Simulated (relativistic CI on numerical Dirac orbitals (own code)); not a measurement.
**Cu²⁺: 2p photoemission with charge transfer**

Aim: the 2p photoemission spectrum of Cu²⁺ in a cubic metal-ligand cluster, for 5 values of tenDq.

The numbers are computed with relativistic CI on numerical Dirac orbitals (own code) version 3 (charge-transfer multiplet model of a cubic metal-ligand cluster with up to 2 ligand holes, Slater and spin-orbit integrals from Dirac-Coulomb-Breit ions, Slater integrals scaled by 0.9), except any that are marked as measured or tabulated.

### 1 The system

| Quantity | Value |
| --- | --- |
| ion | Cu²⁺ (Cu III) |
| nuclear charge | 29 |
| electrons | 27 |
| d electrons | 9 |
| ligand holes at most | 1 |
| parameters | in eV; Veg, Vt2g hoppings, tenDq and tenDqL metal and ligand splittings (negative tenDq: tetrahedral), red the scaling of hopping with a core hole |
| temperature | 300 K |
| widths | Lorentz 0.6 eV, Gauss 0.8 eV |

### 2 tenDq = 1.25 eV

Settings, as recorded:

```ini
cluster ion=Cu2+ d9 ligand_holes=2 slater_scale=0.9
Delta=1.5 Udd=7.7 Upd=9.3 tenDq=1.25 tenDqL=1.5 Veg=2 Vt2g=-1 red=1
spectrum xps 2p T=300 lorentz=0.6 gauss=0.8
```

Started as:

```
$ python run_levels.py task.json out
```

One command runs all members of the session, one after another, from task.json.

From the run's result record (rounded, not every field):

```text
status: converged
curve, one point in 6 above 2 % of the maximum [energy, intensity] [eV from the first main peak; 1/eV]:
  - [-2.8, 0.00501]
  - [-2.2, 0.008127]
  - [-1.6, 0.01589]
  - [-1, 0.04618]
  - [-0.4, 0.1722]
  - [0.2, 0.233]
  - [0.8, 0.08133]
  - [1.4, 0.02325]
  - [2, 0.0108]
  - [2.6, 0.006597]
  - [5.7, 0.005428]
  - [6.3, 0.009334]
  - [6.9, 0.02616]
  - [7.5, 0.08274]
  - [8.1, 0.09182]
  - [8.7, 0.04773]
  - [9.3, 0.03094]
  - [9.9, 0.03355]
  - [10.5, 0.04976]
  - [11.1, 0.04573]
  - [11.7, 0.02098]
  - [12.3, 0.007957]
  - [18.3, 0.006558]
  - [18.9, 0.01566]
  - [19.5, 0.05898]
  - [20.1, 0.123]
  - [20.7, 0.06104]
  - [21.3, 0.01614]
  - [21.9, 0.006678]
  - [27.2, 0.008959]
  - [27.8, 0.02912]
  - [28.4, 0.0388]
  - [29, 0.0313]
  - [29.6, 0.05353]
  - [30.2, 0.03708]
  - [30.8, 0.01387]
  - [31.4, 0.007295]
weights: [0.660991, 0.339009]
n_d: 9.33901
n_eg: 3.34057
ground_S: 0.5
ground_energy [eV]: -2.18974
cluster_levels [E_eV, degeneracy, S, weight_dn]:
  - [6.217e-15, 4, 0.5, 0.661]
  - [2.128, 2, 0.5, 0.8238]
  - [2.251, 4, 0.5, 0.8042]
  - [4.226, 4, 0.5, 0.3388]
  - [4.752, 2, 0.5, 0.1762]
atomic [eV]: {"ground": {"F2dd": 12.4498, "F4dd": 7.76779, "zeta_d": 0.0994574}, "final": {"F2dd": 12.4498, "F4dd": 7.76779, "zeta_d": 0.137655, "zeta_core": 13.3768, "F2cd": 7.94286, "G1cd": 6.08831, "G3cd": 3.46418}}
```

Wall time 1.1 s (1 thread of Neoverse-V2, shared host); peak memory 0.18 GiB.

### 3 tenDq = 0.35 eV

Settings, as recorded:

```ini
cluster ion=Cu2+ d9 ligand_holes=2 slater_scale=0.9
Delta=1.5 Udd=7.7 Upd=9.3 tenDq=0.35 tenDqL=1.5 Veg=2 Vt2g=-1 red=1
spectrum xps 2p T=300 lorentz=0.6 gauss=0.8
```

Result record:

```text
status: converged
curve, one point in 9 above 2 % of the maximum [energy, intensity] [eV from the first main peak; 1/eV]:
  - [-2.8, 0.005647]
  - [-1.9, 0.01283]
  - [-1, 0.05856]
  - [-0.1, 0.2691]
  - [0.8, 0.07431]
  - [1.7, 0.0149]
  - [2.6, 0.006587]
  - [6.7, 0.01072]
  - [7.6, 0.05559]
  - [8.5, 0.05403]
  - [9.4, 0.04217]
  - [10.3, 0.03602]
  - [11.2, 0.05102]
  - [12.1, 0.01478]
  - [18.2, 0.006843]
  - [19.1, 0.03013]
  - [20, 0.1331]
  - [20.9, 0.03541]
  - [21.8, 0.007414]
  - [27.8, 0.01392]
  - [28.7, 0.02304]
  - [29.6, 0.04863]
  - [30.5, 0.03166]
  - [31.4, 0.01111]
weights: [0.601217, 0.398783]
n_d: 9.39878
n_eg: 3.40156
ground_S: 0.5
ground_energy [eV]: -1.85057
cluster_levels [E_eV, degeneracy, S, weight_dn]:
  - [5.107e-15, 4, 0.5, 0.6012]
  - [1.485, 2, 0.5, 0.8587]
  - [1.615, 4, 0.5, 0.8425]
  - [4.085, 4, 0.5, 0.3961]
  - [4.356, 2, 0.5, 0.1413]
atomic [eV]: {"ground": {"F2dd": 12.4498, "F4dd": 7.76779, "zeta_d": 0.0994574}, "final": {"F2dd": 12.4498, "F4dd": 7.76779, "zeta_d": 0.137655, "zeta_core": 13.3768, "F2cd": 7.94286, "G1cd": 6.08831, "G3cd": 3.46418}}
```

Run time: 1.1 s. Hardware: 1 thread of Neoverse-V2, shared host; peak memory 0.18 GiB.

### 4 tenDq = 0.65 eV

Settings, as recorded:

```ini
cluster ion=Cu2+ d9 ligand_holes=2 slater_scale=0.9
Delta=1.5 Udd=7.7 Upd=9.3 tenDq=0.65 tenDqL=1.5 Veg=2 Vt2g=-1 red=1
spectrum xps 2p T=300 lorentz=0.6 gauss=0.8
```

Result record:

```text
status: converged
curve, one point in 9 above 2 % of the maximum [energy, intensity] [eV from the first main peak; 1/eV]:
  - [-2.7, 0.005555]
  - [-1.8, 0.01265]
  - [-0.9, 0.05833]
  - [0, 0.2625]
  - [0.9, 0.07087]
  - [1.8, 0.01437]
  - [2.7, 0.00644]
  - [6.6, 0.009522]
  - [7.5, 0.05238]
  - [8.4, 0.06538]
  - [9.3, 0.03983]
  - [10.2, 0.03624]
  - [11.1, 0.05224]
  - [12, 0.01776]
  - [18.2, 0.006074]
  - [19.1, 0.02391]
  - [20, 0.1254]
  - [20.9, 0.04273]
  - [21.8, 0.008056]
  - [27.6, 0.01094]
  - [28.5, 0.02792]
  - [29.4, 0.04175]
  - [30.3, 0.04137]
  - [31.2, 0.01351]
weights: [0.62173, 0.37827]
n_d: 9.37827
n_eg: 3.38052
ground_S: 0.5
ground_energy [eV]: -1.9599
cluster_levels [E_eV, degeneracy, S, weight_dn]:
  - [7.55e-15, 4, 0.5, 0.6217]
  - [1.697, 2, 0.5, 0.8481]
  - [1.825, 4, 0.5, 0.8309]
  - [4.125, 4, 0.5, 0.377]
  - [4.483, 2, 0.5, 0.1519]
atomic [eV]: {"ground": {"F2dd": 12.4498, "F4dd": 7.76779, "zeta_d": 0.0994574}, "final": {"F2dd": 12.4498, "F4dd": 7.76779, "zeta_d": 0.137655, "zeta_core": 13.3768, "F2cd": 7.94286, "G1cd": 6.08831, "G3cd": 3.46418}}
```

Run time: 1.1 s. Hardware: 1 thread of Neoverse-V2, shared host; peak memory 0.18 GiB.

### 5 tenDq = 0.95 eV

Settings, as recorded:

```ini
cluster ion=Cu2+ d9 ligand_holes=2 slater_scale=0.9
Delta=1.5 Udd=7.7 Upd=9.3 tenDq=0.95 tenDqL=1.5 Veg=2 Vt2g=-1 red=1
spectrum xps 2p T=300 lorentz=0.6 gauss=0.8
```

Result record:

```text
status: converged
curve, one point in 9 above 2 % of the maximum [energy, intensity] [eV from the first main peak; 1/eV]:
  - [-2.7, 0.005467]
  - [-1.8, 0.01249]
  - [-0.9, 0.05814]
  - [0, 0.256]
  - [0.9, 0.06753]
  - [1.8, 0.01388]
  - [2.7, 0.006308]
  - [6.3, 0.007827]
  - [7.2, 0.03793]
  - [8.1, 0.08622]
  - [9, 0.04205]
  - [9.9, 0.03409]
  - [10.8, 0.05149]
  - [11.7, 0.02533]
  - [12.6, 0.00574]
  - [18.9, 0.01578]
  - [19.8, 0.1018]
  - [20.7, 0.06394]
  - [21.6, 0.01015]
  - [27.4, 0.009868]
  - [28.3, 0.03451]
  - [29.2, 0.03572]
  - [30.1, 0.047]
  - [31, 0.01345]
weights: [0.64169, 0.35831]
n_d: 9.35831
n_eg: 3.36016
ground_S: 0.5
ground_energy [eV]: -2.073
cluster_levels [E_eV, degeneracy, S, weight_dn]:
  - [6.217e-15, 4, 0.5, 0.6417]
  - [1.911, 2, 0.5, 0.8365]
  - [2.037, 4, 0.5, 0.8182]
  - [4.172, 4, 0.5, 0.3577]
  - [4.615, 2, 0.5, 0.1635]
atomic [eV]: {"ground": {"F2dd": 12.4498, "F4dd": 7.76779, "zeta_d": 0.0994574}, "final": {"F2dd": 12.4498, "F4dd": 7.76779, "zeta_d": 0.137655, "zeta_core": 13.3768, "F2cd": 7.94286, "G1cd": 6.08831, "G3cd": 3.46418}}
```

Wall time 1.1 s (1 thread of Neoverse-V2, shared host); peak memory 0.18 GiB.

### 6 tenDq = 2.15 eV

Settings, as recorded:

```ini
cluster ion=Cu2+ d9 ligand_holes=2 slater_scale=0.9
Delta=1.5 Udd=7.7 Upd=9.3 tenDq=2.15 tenDqL=1.5 Veg=2 Vt2g=-1 red=1
spectrum xps 2p T=300 lorentz=0.6 gauss=0.8
```

Result record:

```text
status: converged
curve, one point in 10 above 2 % of the maximum [energy, intensity] [eV from the first main peak; 1/eV]:
  - [-2.8, 0.004811]
  - [-1.8, 0.01196]
  - [-0.8, 0.07373]
  - [0.2, 0.21]
  - [1.2, 0.0292]
  - [2.2, 0.008298]
  - [3.2, 0.00474]
  - [5.7, 0.008253]
  - [6.7, 0.04263]
  - [7.7, 0.1248]
  - [8.7, 0.02785]
  - [9.7, 0.03726]
  - [10.7, 0.04124]
  - [11.7, 0.01441]
  - [18, 0.004694]
  - [19, 0.01886]
  - [20, 0.1122]
  - [21, 0.0266]
  - [22, 0.005467]
  - [27.1, 0.01953]
  - [28.1, 0.05073]
  - [29.1, 0.04551]
  - [30.1, 0.02341]
  - [31.1, 0.006065]
weights: [0.714279, 0.285721]
n_d: 9.28572
n_eg: 3.28672
ground_S: 0.5
ground_energy [eV]: -2.56027
cluster_levels [E_eV, degeneracy, S, weight_dn]:
  - [7.994e-15, 4, 0.5, 0.7143]
  - [2.787, 2, 0.5, 0.7782]
  - [2.902, 4, 0.5, 0.7539]
  - [4.428, 4, 0.5, 0.286]
  - [5.194, 2, 0.5, 0.2218]
atomic [eV]: {"ground": {"F2dd": 12.4498, "F4dd": 7.76779, "zeta_d": 0.0994574}, "final": {"F2dd": 12.4498, "F4dd": 7.76779, "zeta_d": 0.137655, "zeta_core": 13.3768, "F2cd": 7.94286, "G1cd": 6.08831, "G3cd": 3.46418}}
```

Run time: 1.1 s. Hardware: 1 thread of Neoverse-V2, shared host; peak memory 0.18 GiB.

### 7 Comparison

| run | d count | weight without ligand hole | ground S | up to four highest peaks (% of the highest), eV from the first main peak |
| --- | --- | --- | --- | --- |
| tenDq = 1.25 eV | 9.34 | 0.66 | 0.50 | 0.0 (100), 7.8 (41), 20.1 (49), 29.7 (22) |
| tenDq = 0.35 eV | 9.40 | 0.60 | 0.50 | 0.0 (100), 7.9 (25), 11.2 (19), 20.0 (49) |
| tenDq = 0.65 eV | 9.38 | 0.62 | 0.50 | 0.0 (100), 8.0 (30), 20.1 (49), 29.9 (20) |
| tenDq = 0.95 eV | 9.36 | 0.64 | 0.50 | 0.0 (100), 7.9 (35), 20.1 (49), 29.8 (21) |
| tenDq = 2.15 eV | 9.29 | 0.71 | 0.50 | 0.0 (100), 7.5 (57), 20.1 (49), 27.9 (24) |

### 8 Summary of results

```
                           quantity         value
                            d count  9.29 to 9.40
ground spin (effective S from ⟨S²⟩)          0.50
```

What this shows: From tenDq = 0.35 eV to tenDq = 2.15 eV the ground-state d count goes from 9.40 to 9.29. In the first run d9 holds 66 % of the ground state. The cluster parameters are drawn, not fitted to a compound.
